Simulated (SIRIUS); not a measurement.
# Si3N2 (I4/mmm) in SIRIUS: reference runs

Aim: a first look at Si3N2 with PBE, on the cell as given.

Program: SIRIUS 7.10.0. These are calculated values, not measurements. Logs are shortened: lines on timing, memory, paths and dates and some standing lists are left out, and cuts for length are marked. The log counts tension as positive stress, the text compression.

## Step 1: The structure

Symmetry: I4/mmm, No. 139, tetragonal system. Conventional cell: a = 2.727 Å, b = 2.727 Å, c = 14.025 Å, α = 90.00°, β = 90.00°, γ = 90.00°. Around Si (site symmetry 4/mmm) lie 6 Si at 2.39 to 2.73 Å. Around Si (site symmetry 4mm) lie 5 N at 1.95 Å. N (site symmetry 4mm) is surrounded by 5 Si at 1.95 Å.

The cell was built by a generator and needn't be a form met in nature.

## Step 2: Single point, PBE

File sirius.json:

```json
{
  "control": {
    "processing_unit": "cpu",
    "verbosity": 2,
    "num_bands_to_print": 19,
    "print_forces": true,
    "print_stress": true
  },
  "parameters": {
    "electronic_structure_method": "pseudopotential",
    "xc_functionals": ["XC_GGA_X_PBE", "XC_GGA_C_PBE"],
    "gk_cutoff": 9.2,
    "pw_cutoff": 18.4,
    "ngridk": [14, 14, 14],
    "shiftk": [0, 0, 0],
    "smearing": "fermi_dirac",
    "smearing_width": 0.0018374661,
    "num_bands": 19,
    "num_mag_dims": 0,
    "num_dft_iter": 100,
    "energy_tol": 1e-08,
    "density_tol": 1e-06
  },
  "iterative_solver": {
    "type": "davidson",
    "min_tolerance": 1e-09,
    "tolerance_scale": [0.1, 0.25]
  },
  "mixer": {
    "type": "anderson",
    "beta": 0.7,
    "max_history": 8
  },
  "settings": {
    "tol_ne": 1e-10,
    "pseudo_grid_cutoff": 6.5
  },
  "unit_cell": {
    "lattice_vectors": [
      [-0.187462576828, 0.187462576828, 0.964217591925],
      [0.187462576828, -0.187462576828, 0.964217591925],
      [0.187462576828, 0.187462576828, -0.964217591925]
    ],
    "lattice_vectors_scale": 13.7434204355,
    "atom_coordinate_units": "lattice",
    "atom_types": ["Si", "N"],
    "atom_files": {
      "Si": "Si.json",
      "N": "N.json"
    },
    "atoms": {
      "Si": [
        [0.5, 0.5, 0.0],
        [0.3296, 0.3296, 0.0],
        [0.6704, 0.6704, 0.0]
      ],
      "N": [
        [0.19062, 0.19062, 0.0],
        [0.80938, 0.80938, 0.0]
      ]
    }
  }
}
```

Potentials or basis: PseudoDojo 0.4.1 PBE standard (scalar relativistic).

On the command line:

```console
$ upf_to_json Si.upf
$ upf_to_json N.upf
$ OMP_NUM_THREADS=1 sirius.scf --input=sirius.json --output=out.json --task=0
```

Log:

```text
[info] SIRIUS version : 7.10.0
[info] number of MPI ranks           : 1
[info] MPI grid                      : 1 1
[info] maximum number of OMP threads : 1
[fft] FFT context for density and potential
[fft] =====================================
[fft]   comm size                             : 1
[fft]   plane wave cutoff                     : 18.4
[fft]   grid size                             : 90 90 90   total : 729000
[fft]   grid limits                           : -44 45   -44 45   -44 45
[fft]   number of G-vectors within the cutoff : 18533
[fft]   local number of G-vectors             : 18533
[fft]   number of G-shells                    : 2751
[fft] FFT context for coarse grid
[fft] =====================================
[fft]   comm size                             : 1
[fft]   plane wave cutoff                     : 18.4
[fft]   grid size                             : 90 90 90   total : 729000
[fft]   grid limits                           : -44 45   -44 45   -44 45
[fft]   number of G-vectors within the cutoff : 18533
[fft]   local number of G-vectors             : 18533
[fft]   number of G-shells                    : 2751
[unit cell] lattice vectors
[unit cell]   a1 :      -2.5763770093      2.5763770093     13.2516477571
[unit cell]   a2 :       2.5763770093     -2.5763770093     13.2516477571
[unit cell]   a3 :       2.5763770093      2.5763770093    -13.2516477571
[unit cell] reciprocal lattice vectors
[unit cell]   b1 :      -0.0000000000      1.2193839032      0.2370718503
[unit cell]   b2 :       1.2193839032     -0.0000000000      0.2370718503
[unit cell]   b3 :       1.2193839032      1.2193839032     -0.0000000000
[unit cell] unit cell volume :       351.84282957 [a.u.^3]
[unit cell] 1/sqrt(omega)    :         0.05331208
[unit cell] MT volume        :         0.00000000 ( 0.00%)
[unit cell] IT volume        :       351.84282957 (100.00%)
[unit cell] number of atom types : 2
[unit cell] type id : 0 symbol : Si mt_radius :  15.090000 num_atoms : 3
[unit cell] type id : 1 symbol :  N mt_radius :  10.570000 num_atoms : 2
[unit cell] total number of atoms : 5
[unit cell] number of symmetry classes : 3
[unit cell] number of PAW atoms : 0
[unit cell] atom id  type id  class id             position                      vector_field
[unit cell] ------------------------------------------------------------------------------------------
[unit cell]      0        0        0      0.50000   0.50000   0.00000      0.00000   0.00000   0.00000
[unit cell]      1        0        1      0.32960   0.32960   0.00000      0.00000   0.00000   0.00000
[unit cell]      2        0        1      0.67040   0.67040   0.00000      0.00000   0.00000   0.00000
[unit cell]      3        1        2      0.19062   0.19062   0.00000      0.00000   0.00000   0.00000
[unit cell]      4        1        2      0.80938   0.80938   0.00000      0.00000   0.00000   0.00000
[unit cell] atom id         position (Cartesian, a.u.)
[unit cell] ---------------------------------------------
[unit cell]      0       0.000000    0.000000   13.251648
[unit cell]      1       0.000000   -0.000000    8.735486
[unit cell]      2      -0.000000    0.000000   17.767809
[unit cell]      3      -0.000000    0.000000    5.052058
[unit cell]      4      -0.000000    0.000000   21.451237
[unit cell] class id : 0 atom id : 0
[unit cell] class id : 1 atom id : 1 2
[unit cell] class id : 2 atom id : 3 4
[unit cell] minimum bond length:     3.682747
[unit cell] total number of pseudo wave-functions: 20
[sym] space group number   : 139
[sym] international symbol : I4/mmm
[sym] Hall symbol          : -I 4 2
[sym] space group transformation matrix :
[sym]  -0.5000  0.5000  0.5000
[sym]   0.5000 -0.5000  0.5000
[sym]   0.5000  0.5000 -0.5000
[sym] space group origin shift :
[... 287 lines left out ...]
[find] | SCF iteration  11 out of 100|
[find] +------------------------------+
[diagonalize] iterative solver tolerance (occupied, empty): 1.96957e-09 1.96957e-09
[diagonalize] average number of iterations: 4.28279
[diagonalize] Lowest band energies
[diagonalize] ik:    0   -0.349442   -0.219872    0.010604    0.165189    0.173771    0.217441    0.217441    0.303277    0.303277    0.351584    0.447125    0.542947    0.563533    0.646105    0.682651    0.682651    0.718946    0.765656    0.781334
[diagonalize] ik:    1   -0.346436   -0.217635    0.014235    0.147607    0.175999    0.219548    0.220727    0.285138    0.304081    0.354210    0.457221    0.544654    0.577617    0.615634    0.682343    0.684226    0.723171    0.770798    0.791098
[diagonalize] ik:    2   -0.337477   -0.211243    0.024946    0.109339    0.174767    0.225755    0.228431    0.250467    0.306205    0.356064    0.473264    0.546903    0.554674    0.615659    0.688196    0.695140    0.723779    0.743678    0.795491
[diagonalize] ik:    3   -0.322752   -0.201871    0.040478    0.065896    0.160730    0.209325    0.235700    0.257719    0.308769    0.349707    0.459567    0.519384    0.554165    0.641778    0.675388    0.691389    0.733673    0.764031    0.776851
[diagonalize] ik:    4   -0.302642   -0.192384    0.018014    0.070272    0.120667    0.209379    0.248712    0.278002    0.310310    0.334375    0.407259    0.523775    0.569684    0.617591    0.659314    0.687282    0.749715    0.764328    0.784899
[diagonalize] ...
[diagonalize] ik:  239   -0.337191   -0.212853    0.047635    0.092954    0.142166    0.225687    0.228694    0.287946    0.306389    0.347823    0.481104    0.561016    0.577223    0.612332    0.633652    0.673762    0.687410    0.776400    0.777511
[diagonalize] ik:  240   -0.343139   -0.217163    0.046471    0.086805    0.180330    0.200306    0.266661    0.284489    0.289943    0.343342    0.499470    0.564693    0.577870    0.608890    0.629094    0.665160    0.672348    0.762172    0.805213
[diagonalize] ik:  241   -0.346134   -0.219432    0.043884    0.084758    0.185761    0.219475    0.266158    0.275303    0.304294    0.333341    0.503388    0.555746    0.572928    0.602073    0.639973    0.667932    0.680120    0.775750    0.792661
[diagonalize] ik:  242   -0.349144   -0.221670    0.039660    0.084991    0.217368    0.217368    0.243353    0.303493    0.303493    0.318356    0.506526    0.549701    0.560643    0.601352    0.661076    0.677758    0.677758    0.741564    0.810706
[diagonalize] ik:  243   -0.349129   -0.221762    0.042862    0.080609    0.217364    0.217364    0.245985    0.303504    0.303504    0.316361    0.510591    0.552556    0.560504    0.592983    0.662021    0.677518    0.677518    0.740197    0.810846
[find] Charges and magnetic moments
[find] --------------------------------------------------------------------------------
[find] total charge          : 22.000000
[find] Energy
[find] --------------------------------------------------------------------------------
[find] valence_eval_sum               :       2.90797629
[find] <rho|V^{XC}>                   :     -12.00973251
[find] <rho|E^{XC}>                   :     -11.01850978
[find] <mag|B^{XC}>                   :       0.00000000
[find] <rho|V^{H}>                    :      22.72105572
[find] one-electron contribution      :      -7.80334692 (Ha),     -15.60669384 (Ry)
[find] hartree contribution           :      11.36052786
[find] xc contribution                :     -11.01850978
[find] ewald contribution             :     -26.01059387
[find] PAW contribution               :       0.00000000
[find] smearing (-TS)                 :      -0.00014297
[find] SCF correction                 :       0.00001606
[find] Total energy                   :     -33.47190666 (Ha),     -66.94381331 (Ry)
[find] Free energy (E-TS)             :     -33.47204962 (Ha),     -66.94409925 (Ry)
[find] band gap (eV)                  :       0.00000000
[find] Efermi                         :       0.44503682
[find] iteration : 11, RMS : 5.045587228935e-07, energy difference : -5.752553988714e-10
[find] Hartree energy of density residual : 5.112545918431e-11
[find] bands are converged : false
[find] iterative solver converged : true
[find] converged after 12 SCF iterations!
[find] Charges and magnetic moments
[find] --------------------------------------------------------------------------------
[find] total charge          : 22.000000
[find] Energy
[find] --------------------------------------------------------------------------------
[find] valence_eval_sum               :       2.90797629
[find] <rho|V^{XC}>                   :     -12.00973251
[find] <rho|E^{XC}>                   :     -11.01850978
[find] <mag|B^{XC}>                   :       0.00000000
[find] <rho|V^{H}>                    :      22.72105572
[find] one-electron contribution      :      -7.80334692 (Ha),     -15.60669384 (Ry)
[find] hartree contribution           :      11.36052786
[find] xc contribution                :     -11.01850978
[find] ewald contribution             :     -26.01059387
[find] PAW contribution               :       0.00000000
[find] smearing (-TS)                 :      -0.00014297
[find] SCF correction                 :       0.00001606
[find] Total energy                   :     -33.47190666 (Ha),     -66.94381331 (Ry)
[find] Free energy (E-TS)             :     -33.47204962 (Ha),     -66.94409925 (Ry)
[find] band gap (eV)                  :       0.00000000
[find] Efermi                         :       0.44503682
[ground_state] === stress tensor components [kbar] ===
[ground_state] === stress_kin ===
[ground_state] -10696.684602    0.000000    0.000000
[ground_state]     0.000000-10696.684602    0.000000
[ground_state]     0.000000    0.000000-11184.621383
[ground_state] === stress_har ===
[ground_state] -7500.434221    0.000000   -0.000000
[ground_state]     0.000000-7500.434221   -0.000000
[ground_state]    -0.000000   -0.000000 5501.222656
[ground_state] === stress_ewald ===
[ground_state]  1491.147281   -0.000000   -0.000000
[ground_state]    -0.000000 1491.147281   -0.000000
[ground_state]    -0.000000   -0.00000018767.700820
[ground_state] === stress_vloc ===
[ground_state] 14181.383696   -0.000000    0.000000
[ground_state]    -0.00000014181.383696    0.000000
[ground_state]     0.000000    0.000000-15536.615400
[ground_state] === stress_xc ===
[ground_state]   883.110512   -0.000000   -0.000000
[ground_state]    -0.000000  883.110512   -0.000000
[ground_state]    -0.000000   -0.000000  894.668476
[ground_state] === stress_core ===
[ground_state]  1779.157932   -0.000000   -0.000000
[ground_state]    -0.000000 1779.157932   -0.000000
[ground_state]    -0.000000   -0.000000 1795.296591
[ground_state] === stress_nonloc ===
[ground_state]  -139.114313    0.000000    0.000000
[ground_state]     0.000000 -139.114313    0.000000
[ground_state]     0.000000    0.000000 -242.801162
[ground_state] === stress_us_nl ===
[ground_state]  -139.114313    0.000000    0.000000
[ground_state]     0.000000 -139.114313    0.000000
[ground_state]     0.000000    0.000000 -242.801162
[ground_state] === stress_total ===
[ground_state]    -1.433715    0.000000    0.000000
[ground_state]     0.000000   -1.433715    0.000000
[ground_state]     0.000000    0.000000   -5.149402
[ground_state] ==== total Forces in Ha/bohr =====
[ground_state] atom:    0, force:       0.0000000      0.0000000      0.0000000
[ground_state] atom:    1, force:      -0.0000000     -0.0000000     -0.0001357
[ground_state] atom:    2, force:      -0.0000000      0.0000000      0.0001357
[ground_state] atom:    3, force:       0.0000000      0.0000000     -0.0006659
[ground_state] atom:    4, force:      -0.0000000     -0.0000000      0.0006659
[ground_state] ==== ultrasoft contribution from Qij =====
[ground_state] atom:    0, force:       0.0000000      0.0000000      0.0000000
[ground_state] atom:    1, force:       0.0000000      0.0000000      0.0000000
[ground_state] atom:    2, force:       0.0000000      0.0000000      0.0000000
[ground_state] atom:    3, force:       0.0000000      0.0000000      0.0000000
[ground_state] atom:    4, force:       0.0000000      0.0000000      0.0000000
[ground_state] ==== non-local contribution from Beta-projector =====
[ground_state] atom:    0, force:       0.0000000      0.0000000      0.0000000
[ground_state] atom:    1, force:      -0.0000000     -0.0000000     -0.0752693
[ground_state] atom:    2, force:      -0.0000000      0.0000000      0.0752693
[ground_state] atom:    3, force:       0.0000000      0.0000000      0.0011072
[ground_state] atom:    4, force:      -0.0000000     -0.0000000     -0.0011072
[ground_state] ==== contribution from local potential =====
[ground_state] atom:    0, force:       0.0000000      0.0000000      0.0000000
[ground_state] atom:    1, force:      -0.0000000     -0.0000000     -3.1835448
[ground_state] atom:    2, force:       0.0000000      0.0000000      3.1835448
[ground_state] atom:    3, force:       0.0000000      0.0000000      3.0816166
[ground_state] atom:    4, force:       0.0000000     -0.0000000     -3.0816166
[ground_state] ==== contribution from core density =====
[ground_state] atom:    0, force:       0.0000000      0.0000000      0.0000000
[ground_state] atom:    1, force:       0.0000000      0.0000000      0.0023419
[ground_state] atom:    2, force:      -0.0000000      0.0000000     -0.0023419
[ground_state] atom:    3, force:       0.0000000      0.0000000      0.0020097
[ground_state] atom:    4, force:       0.0000000     -0.0000000     -0.0020097
[ground_state] ==== Ewald forces from ions =====
[ground_state] atom:    0, force:       0.0000000      0.0000000      0.0000000
[ground_state] atom:    1, force:       0.0000000      0.0000000      3.2563394
[ground_state] atom:    2, force:       0.0000000     -0.0000000     -3.2563394
[ground_state] atom:    3, force:      -0.0000000     -0.0000000     -3.0854052
[ground_state] atom:    4, force:      -0.0000000      0.0000000      3.0854052
[~DFT_ground_state] local op. applied: 173632
[~DFT_ground_state] evp. work count: 41117.6
[~DFT_ground_state] number of iterative solver steps: 17396
```

It took 53 min on 1 thread of Arm Neoverse V1, shared host; peak memory 2.9 GiB.

Results:

```yaml
Free_energy: -910.8209 eV
Pressure: 0.3 GPa
Largest_force: 0.034 eV/Å
Band_gap_on_the_k_mesh: none (metal or under the smearing width)
```

Forces on the atoms (eV/Å):
```
Si   0.000  0.000  0.000
Si   0.000  0.000 -0.007
Si   0.000  0.000  0.007
N    0.000  0.000 -0.034
N    0.000  0.000  0.034
```
